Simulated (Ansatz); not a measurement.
# SiB3W: the cost of one run

Computed with Ansatz 0.2.0 (DFT PBE, scalar-relativistic, plane waves, PAW, unless a step's input says otherwise).

## (1) The starting structure

It takes space group P6/mmm (No. 191, hexagonal). Conventional cell: a = 4.113 Å, b = 4.113 Å, c = 3.946 Å, α = 90.00°, β = 90.00°, γ = 120.00°. Si (site symmetry 6/mmm) has 2 W at 1.97 Å as nearest neighbours. B (site symmetry mmm) has 2 W at 2.06 Å and 4 B at 2.06 Å as nearest neighbours. Around W (site symmetry 6/mmm) lie 2 Si at 1.97 Å and 6 B at 2.06 Å.

As a file:

```cif
data_structure
_symmetry_space_group_name_H-M 'P6/mmm'
_symmetry_Int_Tables_number 191
_cell_length_a 4.1131
_cell_length_b 4.1131
_cell_length_c 3.9463
_cell_angle_alpha 90.000
_cell_angle_beta 90.000
_cell_angle_gamma 120.000
_cell_volume 57.82
loop_
_atom_site_label
_atom_site_type_symbol
_atom_site_symmetry_multiplicity
_atom_site_Wyckoff_symbol
_atom_site_fract_x
_atom_site_fract_y
_atom_site_fract_z
_atom_site_occupancy
Si1 Si 1 b 0.00000 0.00000 0.50000 1
B1 B 3 f 0.50000 0.00000 0.00000 1
W1 W 1 a 0.00000 0.00000 0.00000 1
```

The cell is invented: random cell by space group and Wyckoff sites (P6/mmm, No. 191). The dimensions are guesses.

## (2) Probe: one point on a coarse mesh

input.yaml

```yaml
crystal:
  lattice:
    - [4.11308143, 0.0, 0.0]
    - [-2.05654071, 3.56203301, 0.0]
    - [0.0, 0.0, 3.94630473]
  atoms:
    - { symbol: Si, position: [0.0, 0.0, 0.5] }
    - { symbol: B, position: [0.5, 0.0, 0.0] }
    - { symbol: B, position: [0.0, 0.5, 0.0] }
    - { symbol: B, position: [0.5, 0.5, 0.0] }
    - { symbol: W, position: [0.0, 0.0, 0.0] }
basis:
  ecutwfc: 420
kpoints:
  mp_grid: { grid: [6, 6, 4] }
hamiltonian:
  xc: pbe
scf:
  occupations: { method: gaussian, width: 0.1 }
  lower_state_search: "off"
output:
  forces: true
  stress: true
  eigenvalues: true
```

Started as:

```bash
> ansatz run input.yaml --threads 1 --pin off --max-ram 2560MiB --backend cpu --events-out ev --progress --plain --runs-dir out
```

Q: Estimate wall time and peak memory on 1 thread of Arm Neoverse V2, shared host.

About 1.4 s, with a peak of 0.31 GiB.
